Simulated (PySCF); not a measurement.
**C₂H₁₁Ge₂N: spin-spin couplings**

What spin-spin couplings should C₂H₁₁Ge₂N (`C[C@@H]([GeH3])[NH][GeH3]`) show?

Computed with PySCF 2.14.0, with density-fitted response routines of our own, on a single molecule in the gas phase. Atoms count from 0, in the outputs and in this text.

### Step 1. The starting structure

16 atoms, charge 0, multiplicity 1; geometry from: GFN2-xTB.

Bonds of the start (Å): C0–C1 1.53, C1–Ge2 2.01, C1–N3 1.45, N3–Ge4 1.80, C0–H5 1.09, C0–H6 1.09, C0–H7 1.09, C1–H8 1.10, Ge2–H9 1.50, Ge2–H10 1.50, Ge2–H11 1.50, N3–H12 1.01, Ge4–H13 1.49, Ge4–H14 1.49, Ge4–H15 1.51.

### Step 2. Spin-spin couplings: B3LYP/pcSseg-1+pcJ-1

The job: settings as JSON, then the geometry in Å.

```
{"job": {"kind": "j", "xc": "B3LYP", "basis": "pcJ-1"}, "charge": 0, "multiplicity": 1}
C     -0.886544    -0.526057     1.689442
C     -0.168177    -0.426130     0.347606
Ge    -1.491397    -0.516099    -1.157782
N      0.652894     0.767268     0.309650
Ge     2.190005     0.873808    -0.620924
H     -1.590833     0.297845     1.804428
H     -0.168162    -0.479376     2.506500
H     -1.436119    -1.463868     1.753449
H      0.512359    -1.279676     0.250180
H     -2.434960     0.649147    -1.084495
H     -0.822356    -0.432437    -2.496963
H     -2.328037    -1.759852    -1.159618
H      0.086973     1.603869     0.363436
H      2.813819     2.162133    -0.197871
H      2.994645    -0.310714    -0.192310
H      2.068288     0.849083    -2.126139
```

Level: B3LYP/pcJ-1 Ge:pcSseg-1 indirect spin-spin coupling, non-relativistic, gas phase.

The run is started by

```bash
$ OMP_NUM_THREADS=1 python probes_run.py task.json out
```

One launch serves the whole session: the jobs run in the order shown.

Log:

```text
coarse grid: 57504 points
cycle   1  E = -4291.1176271030  dE = -1.075e+00  |g| = 1.333e+00  |ddm| = 3.363e+00
cycle   2  E = -4290.9802371566  dE =  1.374e-01  |g| = 1.514e+00  |ddm| = 1.494e+00
cycle   3  E = -4291.2309953393  dE = -2.508e-01  |g| = 2.829e-01  |ddm| = 1.183e+00
cycle   4  E = -4291.2473126245  dE = -1.632e-02  |g| = 9.714e-02  |ddm| = 3.125e-01
cycle   5  E = -4291.2489385593  dE = -1.626e-03  |g| = 1.152e-02  |ddm| = 8.573e-02
cycle   6  E = -4291.2489657897  dE = -2.723e-05  |g| = 4.154e-03  |ddm| = 1.442e-02
cycle   7  E = -4291.2489696476  dE = -3.858e-06  |g| = 1.081e-03  |ddm| = 3.846e-03
final grid: 118576 points
cycle   8  E = -4291.2489094463  dE =  1.238e-07  |g| = 1.458e-03  |ddm| = 2.838e-03
cycle   9  E = -4291.2489089477  dE =  4.986e-07  |g| = 2.127e-03  |ddm| = 2.817e-03
cycle  10  E = -4291.2489099202  dE = -9.724e-07  |g| = 1.132e-04  |ddm| = 1.565e-03
cycle  11  E = -4291.2489099230  dE = -2.804e-09  |g| = 3.235e-05  |ddm| = 1.358e-04
cycle  12  E = -4291.2489099231  dE = -1.519e-10  |g| = 6.731e-06  |ddm| = 2.627e-05
converged SCF energy = -4291.2489099231

Indirect spin-spin couplings (Hz)
  i      j    bonds     total        FC       PSO       DSO        SD
  0 C    1 C    1     35.882    36.132    -0.559     0.309         -
  0 C    3 N    2     -3.174    -3.365     0.191    -0.039     0.039
  0 C    5 H    1    133.427   131.427     1.138     0.862         -
  0 C    6 H    1    137.717   135.951     0.968     0.798         -
  0 C    7 H    1    128.717   126.715     1.176     0.825         -
  0 C    8 H    2     -4.022    -4.200     0.068     0.110         -
  0 C    9 H    3      0.534     0.576     0.022    -0.064         -
  0 C   10 H    3      7.116     7.626     0.248    -0.758         -
  0 C   11 H    3     -0.722    -0.663     0.032    -0.091         -
  0 C   12 H    3      0.892     0.676     0.042     0.174         -
  0 C   15 H    4      1.302     1.478     0.213    -0.389         -
  1 C    3 N    1     -5.317    -4.963     0.349    -0.174    -0.529
  1 C    5 H    2     -4.783    -5.051     0.053     0.215         -
  1 C    6 H    2     -4.571    -4.865     0.137     0.156         -
  1 C    7 H    2     -0.529    -0.808     0.069     0.210         -
  1 C    8 H    1    142.137   140.034     0.450     1.653         -
  1 C    9 H    2      4.945     5.354     0.034    -0.443         -
  1 C   10 H    2      6.354     6.825     0.007    -0.477         -
  1 C   11 H    2      8.598     9.114     0.038    -0.555         -
  1 C   12 H    2     -0.904    -1.367     0.313     0.151         -
  1 C   13 H    3      8.622     9.027     0.242    -0.648         -
  1 C   14 H    3      1.350     1.244    -0.043     0.149         -
  1 C   15 H    3     -0.750    -0.634     0.053    -0.168         -
  3 N    5 H    3     -1.837    -1.693    -0.042    -0.120     0.017
  3 N    6 H    3     -1.615    -1.548     0.075    -0.147     0.005
  3 N    7 H    3     -8.902    -8.885    -0.095     0.095    -0.016
  3 N    8 H    2     -1.662    -1.295    -0.140    -0.182    -0.044
  3 N    9 H    3     -0.543    -0.509    -0.026    -0.023     0.015
  3 N   10 H    3     -0.035    -0.055     0.013    -0.013     0.020
  3 N   11 H    3     -0.678    -0.877    -0.062     0.274    -0.013
  3 N   12 H    1    -77.608   -73.580    -2.889    -0.686    -0.454
  3 N   13 H    2     -8.313    -8.509    -0.016     0.190     0.021
  3 N   14 H    2     -7.775    -7.971    -0.002     0.187     0.011
  3 N   15 H    2     -0.552    -0.809    -0.106     0.342     0.022
  5 H    6 H    2    -12.574   -13.131     2.626    -2.069         -
  5 H    7 H    2    -12.982   -13.663     2.676    -1.996         -
  5 H    8 H    3     15.726    15.289     2.625    -2.188         -
  5 H    9 H    4      0.594    -0.114    -0.848     1.556         -
  5 H   10 H    4     -1.467     0.465     0.973    -2.905         -
  5 H   11 H    4     -0.437     0.070     0.313    -0.819         -
  5 H   12 H    4      0.782     0.027    -1.367     2.122         -
  5 H   13 H    5     -0.340    -0.002     0.514    -0.851         -
  5 H   15 H    5     -0.540     0.075     0.738    -1.352         -
  6 H    7 H    2    -13.046   -13.557     2.747    -2.235         -
  6 H    8 H    3      5.457     4.866     0.240     0.351         -
  6 H    9 H    4     -0.654    -0.409     1.069    -1.313         -
  6 H   10 H    4      4.977     5.984     1.194    -2.201         -
  6 H   11 H    4     -0.801    -0.497     1.048    -1.352         -
  6 H   12 H    4      0.336    -0.111     0.488    -0.042         -
  6 H   13 H    5     -0.317     0.084     0.289    -0.690         -
  6 H   14 H    5      0.235    -0.012    -0.112     0.359         -
  6 H   15 H    5     -0.950    -0.035     0.815    -1.731         -
  7 H    8 H    3      4.144     3.480     0.142     0.522         -
  7 H    9 H    4     -0.517    -0.005     0.365    -0.878         -
  7 H   10 H    4     -1.149     0.796     0.941    -2.886         -
  7 H   11 H    4      1.206     0.600    -0.777     1.382         -
  7 H   13 H    5     -0.366     0.213     0.912    -1.491         -
  8 H    9 H    3      5.524     7.727     1.571    -3.774         -
  8 H   10 H    3     -0.543    -0.140     0.127    -0.530         -
  8 H   11 H    3     -1.265    -0.705     0.185    -0.745         -
  8 H   12 H    3     16.410    15.685     3.464    -2.739         -
  8 H   13 H    4     -1.458     0.566     1.011    -3.035         -
  8 H   14 H    4      1.066    -0.260    -1.410     2.736         -
  8 H   15 H    4     -0.387     0.118     0.061    -0.566         -
  9 H   10 H    2      3.533     6.470     1.023    -3.959         -
  9 H   11 H    2      3.746     6.865     1.091    -4.210         -
  9 H   12 H    4      0.945     0.088    -1.005     1.862         -
  9 H   13 H    5     -0.720    -0.075     0.424    -1.070         -
  9 H   14 H    5     -1.123     0.060     0.717    -1.900         -
  9 H   15 H    5     -0.352    -0.029     0.156    -0.479         -
 10 H   11 H    2      4.843     7.945     1.099    -4.201         -
 10 H   12 H    4     -0.334    -0.009     0.279    -0.604         -
 10 H   13 H    5     -0.793     0.237     0.474    -1.505         -
 10 H   14 H    5     -0.172     0.089     0.144    -0.405         -
 10 H   15 H    5      2.579     0.748    -0.944     2.775         -
 11 H   12 H    4     -2.435    -0.542     1.019    -2.912         -
 11 H   13 H    5     -1.388     0.032     0.750    -2.171         -
 11 H   14 H    5     -0.710     0.022     0.449    -1.181         -
 11 H   15 H    5     -1.310    -0.302     0.438    -1.446         -
 12 H   13 H    3      0.398     0.377     0.010     0.011         -
 12 H   14 H    3      7.905    10.027     2.219    -4.341         -
 12 H   15 H    3     -3.476    -2.293     0.920    -2.103         -
 13 H   14 H    2      4.697     8.662     1.317    -5.283         -
 13 H   15 H    2     17.411    20.847     1.185    -4.621         -
 14 H   15 H    2     20.028    23.302     1.101    -4.374         -
```

Run time: 3.5 min. Hardware: 1 thread of Arm Neoverse N1, shared host; peak memory 1.2 GiB.

A choice of the couplings up to four bonds, sorted by the number of bonds, with means over like pairs; isotopes 13C, 1H, 15N:

| pair | bonds | J (Hz) | Fermi contact (Hz) | dihedral (°) |
| --- | --- | --- | --- | --- |
| C1–H8 | 1 | 142.1 | 140.0 | – |
| C0–H5 | 1 | 133.3 | 131.4 | – |
| N3–H12 | 1 | -77.6 | -73.6 | – |
| C0–C1 | 1 | 35.9 | 36.1 | – |
| C1–N3 | 1 | -5.3 | -5.0 | – |
| H13–H14 | 2 | 14.0 | 17.6 | – |
| H5–H6 | 2 | -12.9 | -13.5 | – |
| C1–H9 | 2 | 6.6 | 7.1 | – |
| N3–H13 | 2 | -5.5 | -5.8 | – |
| H9–H10 | 2 | 4.0 | 7.1 | – |
| C0–H8 | 2 | -4.0 | -4.2 | – |
| C1–H5 | 2 | -3.3 | -3.6 | – |
| C0–N3 | 2 | -3.2 | -3.4 | – |
| N3–H8 | 2 | -1.7 | -1.3 | – |
| H8–H12 | 3 | 16.4 | 15.7 | 178 |
| H5–H8 | 3 | 8.4 | 7.9 | – |
| N3–H5 | 3 | -4.1 | -4.0 | – |
| C1–H13 | 3 | 3.1 | 3.2 | – |
| C0–H9 | 3 | 2.3 | 2.5 | – |
| H12–H13 | 3 | 1.6 | 2.7 | – |
| H8–H9 | 3 | 1.2 | 2.3 | – |

The spin-dipole term was solved for some atoms only; pairs without it lack that part.

The response was solved for the nuclei of C, H, N alone, so couplings that need other nuclei can be missing.

Quadrupole couplings from the field gradients of the same density:

| atom | isotope | eQq/h (MHz) | η |
| --- | --- | --- | --- |
| Ge4 | 73Ge | -35.4 | 0.08 |
| N3 | 14N | -5.259 | 0.24 |
| Ge2 | 73Ge | -3.762 | 0.49 |

### Step 3. What came out

| quantity | value |
| --- | --- |
| largest coupling of the table (B3LYP/pcSseg-1+pcJ-1) | ¹J(C,H) C1–H8, 142.1 Hz |

In words: Of the pairs tabulated at B3LYP/pcSseg-1+pcJ-1, C1–H8 couples most strongly (142.1 Hz; Fermi contact 140.0 Hz). Couplings across rotatable bonds belong to this one conformer; where others are populated, the observed values are averages. Spin-orbit coupling is left out, which matters for shieldings and couplings at and beside the heavy atoms.
